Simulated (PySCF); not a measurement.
# CH6GeN2O: the cost of one run

The runs use PySCF 2.14.0, with density-fitted response routines of our own; the level of theory stands in each step. All values are computed, except where a source is named. Atoms are numbered from 0 throughout.

### 1 The molecule as given

11 atoms, charge 0, multiplicity 1; geometry from: GFN2-xTB. The atoms were then displaced at random by about 0.01 Å, so the start is not that level's minimum.

Bonds of the start (Å): N0–Ge1 1.77, Ge1–N2 1.85, N2–C3 1.36, C3–O4 1.23, N0–H5 1.03, N0–H6 1.02, Ge1–H7 1.49, Ge1–H8 1.48, N2–H9 1.03, C3–H10 1.07.

### 2 Relaxing the molecule at PBE0-D3(BJ)/def2-SVP

Job settings and geometry (Å):

```
{"job": {"xc": "PBE0", "basis": "def2-SVP", "d3": "d3bj", "grid": 1, "shake": 0.01, "kind": "geom"}, "charge": 0, "multiplicity": 1}
N     -1.592120     0.731840     0.567080
Ge    -0.718480    -0.756770     0.154410
N      0.999560    -0.494320     0.788030
C      1.707340     0.447230     0.106740
O      1.145430     1.005250    -0.834610
H     -1.249150     1.593350     0.115680
H     -2.605200     0.739290     0.438500
H     -1.236180    -1.837840     1.031390
H     -0.575410    -1.180060    -1.254440
H      1.465600    -0.940380     1.590150
H      2.696730     0.666580     0.441080
```

Started as:

```console
$ OMP_NUM_THREADS=1 python probes_run.py task.json out
```

The driver reads the jobs from task.json and runs them one after another.

Q: Estimate the wall time and peak memory of this first job on 1 thread of Arm Neoverse V1, shared host.

About 54 s, with a peak of 0.5 GiB.
